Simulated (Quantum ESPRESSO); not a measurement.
A run of Quantum ESPRESSO 7.5 is set up as follows.

The input pw.in:

```
&CONTROL
  calculation = 'scf'
  prefix = 'pwscf'
  outdir = './tmp'
  pseudo_dir = './pseudo'
  tprnfor = .true.
  tstress = .true.
  disk_io = 'nowf'
/
&SYSTEM
  ibrav = 0
  nat = 4
  ntyp = 2
  ecutwfc = 56
  ecutrho = 448
  nbnd = 41
  occupations = 'smearing'
  smearing = 'fd'
  degauss = 0.00367493
/
&ELECTRONS
  conv_thr = 8d-10
  electron_maxstep = 120
  mixing_beta = 0.5
/
ATOMIC_SPECIES
Ge    72.6300 ge_pbesol_v1.4.uspp.F.UPF
Ga    69.7230 ga_pbesol_v1.4.uspp.F.UPF
CELL_PARAMETERS angstrom
   4.2784660000    0.0000000000    0.0000000000
   0.0000000000    4.2784660000    0.0000000000
   0.0000000000    0.0000000000    4.2784660000
ATOMIC_POSITIONS crystal
Ge     0.5006010000    0.4993680000   -0.0079840000
Ge     0.5150890000   -0.0068830000    0.4946610000
Ge     0.0124480000    0.4926530000    0.4999670000
Ga     0.0036790000    0.0065190000    0.0059030000
K_POINTS automatic
6 6 6 0 0 0
```

Potentials or basis: GBRV 1.5 PBEsol.

Command:

```sh
$ OMP_NUM_THREADS=1 mpirun -n 2 pw.x -nk 2 -in pw.in > pw.out
```

Problem. Predict the band gap on the k mesh.

Solution. None (metal or under the smearing width).

Problem. What does it give for the largest force?

Solution. 0.111 eV/Å.

Forces on the atoms (eV/Å):
```
Ge  -0.071  0.078 -0.033
Ge   0.042 -0.041  0.015
Ge   0.018  0.024  0.058
Ga   0.011 -0.062 -0.040
```
